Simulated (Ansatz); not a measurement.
# Ba3SiS: the cost of one run

Computed with Ansatz 0.2.0 (DFT PBE, scalar-relativistic, plane waves, PAW, unless a step's input says otherwise).

1 further run of the same task is left out (set aside as unsound or not needed).

## 1. The structure to begin with

The structure is cubic, space group Pm-3m (No. 221). The conventional cell has a = 6.200 Å, b = 6.200 Å, c = 6.200 Å, α = 90.00°, β = 90.00°, γ = 90.00°. Ba (site symmetry 4/mmm) has 2 Si at 3.10 Å and 8 Ba at 4.38 Å and 4 S at 4.38 Å as nearest neighbours. Around Si (site symmetry m-3m) lie 6 Ba at 3.10 Å. S (site symmetry m-3m) has 12 Ba at 4.38 Å as nearest neighbours.

As a file:

```cif
data_structure
_symmetry_space_group_name_H-M 'P 1'
_symmetry_Int_Tables_number 1
_cell_length_a 6.2004
_cell_length_b 6.2004
_cell_length_c 6.2004
_cell_angle_alpha 90.000
_cell_angle_beta 90.000
_cell_angle_gamma 90.000
_cell_volume 238.37
loop_
_atom_site_label
_atom_site_type_symbol
_atom_site_fract_x
_atom_site_fract_y
_atom_site_fract_z
_atom_site_occupancy
Ba1 Ba 0.50000 0.00000 0.50000 1
Ba2 Ba 0.00000 0.50000 0.50000 1
Ba3 Ba 0.50000 0.50000 0.00000 1
Si1 Si 0.50000 0.50000 0.50000 1
S1 S 0.00000 0.00000 0.00000 1
```

The cell was relaxed beforehand at this level, from a database cell with other species swapped in; it needn't be the stable form of this composition. At a tolerance of 0.05 Å it has space group Pm-3m (No. 221); it has 47.67 Å³/atom, an uncorrected energy of -0.38 eV/atom over the elements.

## 2. Electronic structure at the relaxed geometry

input.yaml

```yaml
crystal:
  lattice:
    - [6.2003654849, 0.0, 0.0]
    - [0.0, 6.2003654849, 0.0]
    - [0.0, 0.0, 6.2003654849]
  atoms:
    - { symbol: Ba, position: [0.5, 0.0, 0.5] }
    - { symbol: Ba, position: [0.0, 0.5, 0.5] }
    - { symbol: Ba, position: [0.5, 0.5, 0.0] }
    - { symbol: Si, position: [0.5, 0.5, 0.5] }
    - { symbol: S, position: [0.0, 0.0, 0.0] }
basis:
  ecutwfc: 420
kpoints:
  mp_grid: { grid: [6, 6, 6] }
  band_path:
    path:
      - [[0.0, 0.0, 0.0], [0.0, 0.5, 0.0], [0.5, 0.5, 0.0], [0.0, 0.0, 0.0], [0.5, 0.5, 0.5], [0.0, 0.5, 0.0]]
      - [[0.5, 0.5, 0.5], [0.5, 0.5, 0.0]]
    npoints: 14
hamiltonian:
  xc: pbe
scf:
  occupations: { method: gaussian, width: 0.1 }
  n_extra_bands: 12
output:
  forces: true
  stress: true
  eigenvalues: true
  populations: true
  dos: { projected: true, de: 0.02, nscf_kmesh: { grid: [8, 8, 8] } }
  bader: true
```

Started as:

```
> ansatz run input.yaml --threads 1 --pin off --max-ram 2048MiB --backend cpu --events-out ev --progress --plain --runs-dir out
```

Q: Estimate wall time and peak memory on 1 thread of Arm Neoverse V1, shared host.

About 64 s, with a peak of 0.63 GiB.
